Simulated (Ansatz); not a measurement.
AlFH₄OSi, SMILES [F][AlH][O][SiH3], a rigid scan of one bond angle

Computed with the Python package of Ansatz (0.2.0).

Script `bend_alfh4osi.py`:
```python
import ansatz as az
from ase import Atoms

config = {
    "basis_set": "def2-SVP",
    "xc": "r2scan",
    "force_tol": 0.02,
}

atoms = Atoms(["F", "Al", "O", "Si", "H", "H", "H", "H"], positions=[
    (-1.0311, -2.3138, 1.2713),
    (-0.6952, -0.515, 1.3372),
    (-1.0687, 0.5713, -0.1206),
    (0.4597, 0.5287, -1.0751),
    (-0.0158, 0.0931, 2.6321),
    (0.1897, 1.3808, -2.2586),
    (1.5649, 1.0388, -0.3124),
    (0.6886, -0.841, -1.5298),
])

first = (
    az.Crystal.molecule_from_ase(atoms).calculation()
    .basis(gaussian=config["basis_set"])
    .functional(config["xc"])
    .relax(force_tolerance=config["force_tol"], max_steps=80)
)
atoms.positions = first.run(threads=1, pin="off").report["positions_ang"]

rows = []
for angle in [90, 100, 110, 120, 135, 150, 165, 179]:
    bent = atoms.copy()
    bent.set_angle(3, 2, 1, angle, indices=[0, 1, 4])
    calc = az.Crystal.molecule_from_ase(bent).calculation()
    calc = calc.basis(gaussian=config["basis_set"])
    calc = calc.functional(config["xc"])
    rows.append((angle, calc.run(threads=1, pin="off").report["free_energy_ev"]))
floor = min(e for _, e in rows)
for angle, e in rows:
    print(f"angle Si3-O2-Al1 = {angle:3d} deg   {1000 * (e - floor):9.1f} meV")
```

```console
$ python bend_alfh4osi.py
angle Si3-O2-Al1 =  90 deg      3193.3 meV
angle Si3-O2-Al1 = 100 deg      1235.8 meV
angle Si3-O2-Al1 = 110 deg       507.0 meV
angle Si3-O2-Al1 = 120 deg       229.2 meV
angle Si3-O2-Al1 = 135 deg        73.2 meV
angle Si3-O2-Al1 = 150 deg        17.8 meV
angle Si3-O2-Al1 = 165 deg         0.0 meV
angle Si3-O2-Al1 = 179 deg         0.3 meV
```

The scan is rigid, and the energies are electronic, in a modest basis. The zero is the lowest point of the grid, which needn't be the minimum. Finished in 100 s on 1 thread of Arm Neoverse V1 (shared host), peak memory 0.24 GiB.
